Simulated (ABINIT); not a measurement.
**BSe: single point with LDA**

BSe:

```
B Se
1.0
     3.27072    0.00000    0.00000
    -1.63536    2.83253    0.00000
     0.00000    0.00000    7.23648
B Se
2 2
Direct
  0.33333 0.66667 0.37828
  0.66667 0.33333 0.87828
  0.33333 0.66667 0.99485
  0.66667 0.33333 0.49485
```

The cell was built by a generator and needn't be a form met in nature.

| Quantity | Value |
| --- | --- |
| Program | ABINIT 10.8.3 (patched build) |
| Task | single point |
| Functional | LDA |
| Potentials or basis | PseudoDojo NC SR LDA v0.4.1 standard |
| Cutoff | 1170 eV |
| k mesh | 7 × 7 × 3 |
| Occupations | fermi-dirac, width 0.05 eV |
| Spin | no spin polarisation |

```
Pressure                                              : -4.7 GPa
Largest force                                         : 0.255 eV/Å
Band gap on the k mesh                                : none (metal or under the smearing width)
Valence electrons inside the program's atomic spheres : B 2.30; Se 13.27
```

Forces in eV/Å, atoms in the order of the input:
```
B    0.000  0.000  0.255
B    0.000  0.000  0.255
Se   0.000  0.000 -0.255
Se   0.000  0.000 -0.255
```

Stress tensor (GPa, compression positive):
```
-4.89  0.00  0.00
 0.00 -4.89  0.00
 0.00  0.00 -4.46
```

Levels at points of the mesh, in eV from the Fermi level:
```tsv
k point	band 15	band 16	band 17	band 18	band 19	band 20	band 21	band 22	band 23
(0.00, 0.00, 0.00)	-2.96	-2.96	-2.64	-2.64	-1.79	1.52	1.92	2.35	2.36
```

It took 94 s on 1 thread of AMD EPYC 9B45 (Zen 5), on a shared host, peak memory 0.15 GiB.
